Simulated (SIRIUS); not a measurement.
# GaGe3 (Fm-3m) in SIRIUS: reference runs

How does GaGe3 come out in PBEsol? The cell is run as given and disturbed, and energy against volume gives the equilibrium volume and stiffness.

All numbers are computed with SIRIUS 7.12.0; they aren't measurements. Logs are shortened: lines on timing, memory, paths and dates and some standing lists are left out, and cuts for length are marked. The log counts tension as positive stress, the text compression.

## (1) Starting point

Symmetry: Fm-3m, No. 225, cubic system. Conventional cell: a = 6.774 Å, b = 6.774 Å, c = 6.774 Å, α = 90.00°, β = 90.00°, γ = 90.00°. Around Ge (site symmetry m-3m) lie 8 Ge at 2.93 Å. Around Ge (site symmetry -43m) lie 4 Ge at 2.93 Å and 4 Ga at 2.93 Å. Ga (site symmetry m-3m) is surrounded by 8 Ge at 2.93 Å.

The cell comes from a database or a generator and needn't be the stable form of this composition.

## (2) Single point, PBEsol

Contents of sirius.json:

```json
{
  "control": {
    "processing_unit": "cpu",
    "std_evp_solver_name": "lapack",
    "gen_evp_solver_name": "lapack",
    "verbosity": 2,
    "print_forces": true,
    "ortho_rf": true,
    "use_second_variation": true,
    "rmt_max": 3.0,
    "num_bands_to_print": 24,
    "save_wf": true
  },
  "parameters": {
    "electronic_structure_method": "full_potential_lapwlo",
    "xc_functionals": ["XC_GGA_X_PBE_SOL", "XC_GGA_C_PBE_SOL"],
    "core_relativity": "dirac",
    "valence_relativity": "iora",
    "num_fv_states": 53,
    "smearing": "fermi_dirac",
    "smearing_width": 0.0018374661,
    "pw_cutoff": 20,
    "gk_cutoff": 3.5,
    "lmax_apw": 10,
    "lmax_rho": 8,
    "lmax_pot": 8,
    "num_mag_dims": 0,
    "auto_rmt": 0,
    "ngridk": [7, 7, 7],
    "shiftk": [0, 0, 0],
    "num_dft_iter": 80,
    "energy_tol": 1e-07,
    "density_tol": 1e-05,
    "use_symmetry": true
  },
  "settings": {"tol_ne": 1e-10},
  "iterative_solver": {"type": "exact"},
  "mixer": {"type": "anderson", "beta": 0.5, "max_history": 8},
  "unit_cell": {
    "lattice_vectors": [[0.0, 6.4008179684, 6.4008179684], [6.4008179684, 0.0, 6.4008179684], [6.4008179684, 6.4008179684, 0.0]],
    "atom_types": ["Ga", "Ge"],
    "atom_files": {"Ga": "Ga.json", "Ge": "Ge.json"},
    "atoms": {"Ga": [[0.0, 0.0, 0.0]], "Ge": [[0.5, 0.5, 0.5], [0.75, 0.75, 0.75], [0.25, 0.25, 0.25]]}
  }
}
```

Contents of Ga.json:

```json
{
  "name": "gallium",
  "symbol": "Ga",
  "number": 31,
  "mass": 69.723,
  "rmin": 1e-06,
  "rmt": 2.4,
  "nrmt": 800,
  "rinf": 19.67,
  "core": "1s2s2p",
  "valence": [
    {"basis": [{"enu": 0.03, "dme": 0, "n": 0, "auto": 0}, {"enu": 0.03, "dme": 1, "n": 0, "auto": 0}]},
    {"l": 0, "n": 1, "basis": [{"enu": 0.0621, "dme": 0, "n": 0, "auto": 0}]},
    {"l": 1, "n": 2, "basis": [{"enu": 0.13, "dme": 0, "n": 0, "auto": 0}]},
    {"l": 2, "n": 3, "basis": [{"enu": 0.13, "dme": 0, "n": 0, "auto": 0}]},
    {"l": 3, "n": 4, "basis": [{"enu": 0.13, "dme": 0, "n": 0, "auto": 0}]}
  ],
  "lo": [
    {
      "l": 0,
      "basis": [{"enu": 0.0621, "dme": 0, "n": 0, "auto": 0}, {"enu": 0.0621, "dme": 1, "n": 0, "auto": 0}]
    },
    {
      "l": 0,
      "basis": [{"enu": -5.1743, "dme": 0, "n": 3, "auto": 1}, {"enu": -5.1743, "dme": 1, "n": 3, "auto": 1}]
    },
    {
      "l": 0,
      "basis": [{"enu": -5.1743, "dme": 1, "n": 3, "auto": 1}, {"enu": 0.0621, "dme": 0, "n": 0, "auto": 0}]
    },
    {
      "l": 0,
      "basis": [{"enu": 0.0621, "dme": 0, "n": 0, "auto": 0}, {"enu": 2.8398, "dme": 0, "n": 0, "auto": 0}]
    },
    {"l": 1, "basis": [{"enu": 0.13, "dme": 0, "n": 0, "auto": 0}, {"enu": 0.13, "dme": 1, "n": 0, "auto": 0}]},
    {
      "l": 1,
      "basis": [{"enu": -3.3908, "dme": 0, "n": 3, "auto": 1}, {"enu": -3.3908, "dme": 1, "n": 3, "auto": 1}]
    },
    {
      "l": 1,
      "basis": [{"enu": -3.3908, "dme": 1, "n": 3, "auto": 1}, {"enu": 0.13, "dme": 0, "n": 0, "auto": 0}]
    },
    {"l": 1, "basis": [{"enu": 0.13, "dme": 0, "n": 0, "auto": 0}, {"enu": 3.3244, "dme": 0, "n": 0, "auto": 0}]},
    {"l": 2, "basis": [{"enu": 0.13, "dme": 0, "n": 0, "auto": 0}, {"enu": 0.13, "dme": 1, "n": 0, "auto": 0}]},
    {
      "l": 2,
      "basis": [{"enu": -0.4841, "dme": 0, "n": 3, "auto": 1}, {"enu": -0.4841, "dme": 1, "n": 3, "auto": 1}]
    },
    {
      "l": 2,
      "basis": [{"enu": -0.4841, "dme": 1, "n": 3, "auto": 1}, {"enu": 0.13, "dme": 0, "n": 0, "auto": 0}]
    },
    {"l": 2, "basis": [{"enu": 0.13, "dme": 0, "n": 0, "auto": 0}, {"enu": 3.7411, "dme": 0, "n": 0, "auto": 0}]},
    {"l": 3, "basis": [{"enu": 0.13, "dme": 0, "n": 0, "auto": 0}, {"enu": 0.13, "dme": 1, "n": 0, "auto": 0}]},
    {"l": 3, "basis": [{"enu": 0.13, "dme": 0, "n": 0, "auto": 0}, {"enu": 3.1508, "dme": 0, "n": 0, "auto": 0}]}
  ],
  "free_atom": [... radial grid and density of the free atom, the start of the SCF ...]
}
```

Contents of Ge.json:

```json
{
  "name": "germanium",
  "symbol": "Ge",
  "number": 32,
  "mass": 72.64,
  "rmin": 1e-06,
  "rmt": 2.4,
  "nrmt": 800,
  "rinf": 16.93,
  "core": "1s2s2p",
  "valence": [
    {"basis": [{"enu": 0.03, "dme": 0, "n": 0, "auto": 0}, {"enu": 0.03, "dme": 1, "n": 0, "auto": 0}]},
    {"l": 0, "n": 1, "basis": [{"enu": 0.0353, "dme": 0, "n": 0, "auto": 0}]},
    {"l": 1, "n": 2, "basis": [{"enu": 0.13, "dme": 0, "n": 0, "auto": 0}]},
    {"l": 2, "n": 3, "basis": [{"enu": 0.13, "dme": 0, "n": 0, "auto": 0}]},
    {"l": 3, "n": 4, "basis": [{"enu": 0.13, "dme": 0, "n": 0, "auto": 0}]}
  ],
  "lo": [
    {
      "l": 0,
      "basis": [{"enu": 0.0353, "dme": 0, "n": 0, "auto": 0}, {"enu": 0.0353, "dme": 1, "n": 0, "auto": 0}]
    },
    {
      "l": 0,
      "basis": [{"enu": 0.0353, "dme": 1, "n": 0, "auto": 0}, {"enu": 0.0353, "dme": 2, "n": 0, "auto": 0}]
    },
    {
      "l": 0,
      "basis": [{"enu": -5.8705, "dme": 0, "n": 3, "auto": 1}, {"enu": -5.8705, "dme": 1, "n": 3, "auto": 1}]
    },
    {
      "l": 0,
      "basis": [{"enu": 0.0353, "dme": 0, "n": 0, "auto": 0}, {"enu": 2.1186, "dme": 0, "n": 0, "auto": 0}]
    },
    {"l": 1, "basis": [{"enu": 0.13, "dme": 0, "n": 0, "auto": 0}, {"enu": 0.13, "dme": 1, "n": 0, "auto": 0}]},
    {
      "l": 1,
      "basis": [{"enu": -3.9566, "dme": 0, "n": 3, "auto": 1}, {"enu": -3.9566, "dme": 1, "n": 3, "auto": 1}]
    },
    {
      "l": 1,
      "basis": [{"enu": -3.9566, "dme": 1, "n": 3, "auto": 1}, {"enu": 0.13, "dme": 0, "n": 0, "auto": 0}]
    },
    {"l": 1, "basis": [{"enu": 0.13, "dme": 0, "n": 0, "auto": 0}, {"enu": 3.3244, "dme": 0, "n": 0, "auto": 0}]},
    {"l": 2, "basis": [{"enu": 0.13, "dme": 0, "n": 0, "auto": 0}, {"enu": 0.13, "dme": 1, "n": 0, "auto": 0}]},
    {
      "l": 2,
      "basis": [{"enu": -0.8092, "dme": 0, "n": 3, "auto": 1}, {"enu": -0.8092, "dme": 1, "n": 3, "auto": 1}]
    },
    {
      "l": 2,
      "basis": [{"enu": -0.8092, "dme": 1, "n": 3, "auto": 1}, {"enu": 0.13, "dme": 0, "n": 0, "auto": 0}]
    },
    {"l": 2, "basis": [{"enu": 0.13, "dme": 0, "n": 0, "auto": 0}, {"enu": 3.7411, "dme": 0, "n": 0, "auto": 0}]},
    {"l": 3, "basis": [{"enu": 0.13, "dme": 0, "n": 0, "auto": 0}, {"enu": 0.13, "dme": 1, "n": 0, "auto": 0}]},
    {"l": 3, "basis": [{"enu": 0.13, "dme": 0, "n": 0, "auto": 0}, {"enu": 3.1508, "dme": 0, "n": 0, "auto": 0}]}
  ],
  "free_atom": [... radial grid and density of the free atom, the start of the SCF ...]
}
```

Contents of sirius_start.json:

```json
{
  "control": {
    "processing_unit": "cpu",
    "std_evp_solver_name": "lapack",
    "gen_evp_solver_name": "lapack",
    "verbosity": 1,
    "print_forces": false,
    "ortho_rf": true,
    "use_second_variation": true,
    "rmt_max": 3.0,
    "num_bands_to_print": 24,
    "save_wf": false
  },
  "parameters": {
    "electronic_structure_method": "full_potential_lapwlo",
    "xc_functionals": ["XC_LDA_X", "XC_LDA_C_PW"],
    "core_relativity": "dirac",
    "valence_relativity": "iora",
    "num_fv_states": 53,
    "smearing": "fermi_dirac",
    "smearing_width": 0.0055123983,
    "pw_cutoff": 20,
    "gk_cutoff": 2.8,
    "lmax_apw": 10,
    "lmax_rho": 8,
    "lmax_pot": 8,
    "num_mag_dims": 0,
    "auto_rmt": 0,
    "ngridk": [3, 3, 3],
    "shiftk": [0, 0, 0],
    "num_dft_iter": 30,
    "energy_tol": 0.01,
    "density_tol": 0.05,
    "use_symmetry": true
  },
  "settings": {"tol_ne": 1e-10},
  "iterative_solver": {"type": "exact"},
  "mixer": {"type": "anderson", "beta": 0.5, "max_history": 8},
  "unit_cell": {
    "lattice_vectors": [[0.0, 6.4008179684, 6.4008179684], [6.4008179684, 0.0, 6.4008179684], [6.4008179684, 6.4008179684, 0.0]],
    "atom_types": ["Ga", "Ge"],
    "atom_files": {"Ga": "Ga.json", "Ge": "Ge.json"},
    "atoms": {"Ga": [[0.0, 0.0, 0.0]], "Ge": [[0.5, 0.5, 0.5], [0.75, 0.75, 0.75], [0.25, 0.25, 0.25]]}
  }
}
```

Potentials or basis: all-electron FP-LAPW, apw+lo standard.

Command:

```console
OMP_NUM_THREADS=1 sirius.scf --input=sirius_start.json --output=start.json
OMP_NUM_THREADS=1 sirius.scf --input=sirius.json --output=output.json --task=1
```

Log:

```text
[info] SIRIUS version : 7.12.0
[info] number of MPI ranks           : 1
[info] MPI grid                      : 1 1
[info] maximum number of OMP threads : 1
[fft] FFT context for density and potential
[fft] =====================================
[fft]   plane wave cutoff                     : 20
[fft]   grid size                             : 60 60 60   total : 216000
[fft]   grid limits                           : -29 30   -29 30   -29 30
[fft]   number of G-vectors within the cutoff : 70913
[fft]   number of G-shells                    : 1807
[fft] FFT context for coarse grid
[fft] =====================================
[fft]   plane wave cutoff                     : 7
[fft]   grid size                             : 24 24 24   total : 13824
[fft]   grid limits                           : -11 12   -11 12   -11 12
[fft]   number of G-vectors within the cutoff : 3071
[fft]   number of G-shells                    : 109
[unit cell] lattice vectors
[unit cell]   a1 :       0.0000000000      6.4008179684      6.4008179684
[unit cell]   a2 :       6.4008179684      0.0000000000      6.4008179684
[unit cell]   a3 :       6.4008179684      6.4008179684      0.0000000000
[unit cell] reciprocal lattice vectors
[unit cell]   b1 :      -0.4908111228      0.4908111228      0.4908111228
[unit cell]   b2 :       0.4908111228     -0.4908111228      0.4908111228
[unit cell]   b3 :       0.4908111228      0.4908111228     -0.4908111228
[unit cell] unit cell volume :       524.48904961 [a.u.^3]
[unit cell] 1/sqrt(omega)    :         0.04366483
[unit cell] MT volume        :       231.62334316 (44.16%)
[unit cell] IT volume        :       292.86570644 (55.84%)
[unit cell] number of atom types : 2
[unit cell] type id : 0 symbol : Ga mt_radius :   2.400000 num_atoms : 1
[unit cell] type id : 1 symbol : Ge mt_radius :   2.400000 num_atoms : 3
[unit cell] total number of atoms : 4
[unit cell] number of symmetry classes : 3
[unit cell] atom id  type id  class id             position                      vector_field
[... 408 lines left out ...]
[generate_core_charge_density]   n,l,k : 2 1 1  energy :         -40.64356669
[generate_core_charge_density]   n,l,k : 2 1 2  energy :         -39.62839394
[generate_core_charge_density] atom class : 1
[generate_core_charge_density]   n,l,k : 1 0 1  energy :        -401.99524923
[generate_core_charge_density]   n,l,k : 2 0 1  energy :         -49.96027816
[generate_core_charge_density]   n,l,k : 2 1 1  energy :         -44.40984952
[generate_core_charge_density]   n,l,k : 2 1 2  energy :         -43.23973847
[generate_core_charge_density] atom class : 2
[generate_core_charge_density]   n,l,k : 1 0 1  energy :        -401.99718886
[... 30 lines left out ...]
[find] valence_eval_sum               :    -156.28780717
[find] core_eval_sum                  :   -4578.96501433
[find] kinetic energy                 :    8401.76607702
[find] enuc                           :   -9962.32055330
[find] <rho|V^{XC}>                   :    -404.85645222
[find] <rho|E^{XC}>                   :    -308.66521680
[find] <mag|B^{XC}>                   :       0.00000000
[find] <rho|V^{H}>                    :  -12732.16244631
[find] smearing (-TS)                 :      -0.00034659
[find] SCF correction                 :       0.00000403
[find] Total energy                   :   -8235.30091220 (Ha),  -16470.60182440 (Ry)
[find] Free energy (E-TS)             :   -8235.30125879 (Ha),  -16470.60251759 (Ry)
[find] band gap (eV)                  :       0.00000000
[find] Efermi                         :       0.22422370
[find] iteration : 8, RMS (target) : 1.1435e-06 (1.0000e-05) , energy difference (target) : 3.9672e-08 (1.0000e-07)
[find] converged after 9 SCF iterations!
[find] Charges and magnetic moments
[find] --------------------------------------------------------------------------------
[find] atom      charge    core leakage
[find] --------------------------------------------------------------------------------
[find]    0   29.549886    0.000000e+00
[find]    1   30.352253    0.000000e+00
[find]    2   30.349118    0.000000e+00
[find]    3   30.349118    0.000000e+00
[find] total core leakage    : 0.00000000e+00
[find] interstitial charge   : 6.399624
[find] total charge          : 126.999998
[find] Energy
[find] --------------------------------------------------------------------------------
[find] valence_eval_sum               :    -156.28780717
[find] core_eval_sum                  :   -4578.96501433
[find] kinetic energy                 :    8401.76607702
[find] enuc                           :   -9962.32055330
[find] <rho|V^{XC}>                   :    -404.85645222
[find] <rho|E^{XC}>                   :    -308.66521680
[find] <mag|B^{XC}>                   :       0.00000000
[find] <rho|V^{H}>                    :  -12732.16244631
[find] smearing (-TS)                 :      -0.00034659
[find] SCF correction                 :       0.00000403
[find] Total energy                   :   -8235.30091220 (Ha),  -16470.60182440 (Ry)
[find] Free energy (E-TS)             :   -8235.30125879 (Ha),  -16470.60251759 (Ry)
[find] band gap (eV)                  :       0.00000000
[find] Efermi                         :       0.22422370
[ground_state]
[ground_state] ==== total Forces in Ha/bohr =====
[ground_state] atom:    0, force:       0.0000000      0.0000000      0.0000000
[ground_state] atom:    1, force:       0.0000000      0.0000000      0.0000000
[ground_state] atom:    2, force:      -0.0000000      0.0000000      0.0000000
[ground_state] atom:    3, force:       0.0000000      0.0000000      0.0000000
[ground_state] ==== contribution from density =====
[ground_state] atom:    0, force:       0.0000000      0.0000000      0.0000000
[ground_state] atom:    1, force:       0.0000000      0.0000000      0.0000000
[ground_state] atom:    2, force:      -0.0000000      0.0000000      0.0000000
[ground_state] atom:    3, force:       0.0000000     -0.0000000      0.0000000
[ground_state] ==== contribution from Hartree potential =====
[ground_state] atom:    0, force:       0.0000000      0.0000000      0.0000000
[ground_state] atom:    1, force:       0.0000000      0.0000000      0.0000000
[ground_state] atom:    2, force:      -0.0000000     -0.0000000     -0.0000000
[ground_state] atom:    3, force:       0.0000000      0.0000000      0.0000000
[ground_state] ==== contribution from IBS =====
[ground_state] atom:    0, force:       0.0000000      0.0000000      0.0000000
[ground_state] atom:    1, force:       0.0000000      0.0000000      0.0000000
[ground_state] atom:    2, force:      -0.0000000      0.0000000      0.0000000
[ground_state] atom:    3, force:       0.0000000      0.0000000      0.0000000
```

Run time: 2.6 min. Hardware: 1 thread of Arm Neoverse V1, shared host; peak memory 0.65 GiB.

Results:

```
Free energy                                       : -224093.9634 eV
Band gap on the k mesh                            : none (metal or under the smearing width)
All electrons inside the program's atomic spheres : Ge 30.35; Ga 29.55 (radii Ga 2.4, Ge 2.4 bohr)
```

(Part 1 of 5 ends here.)
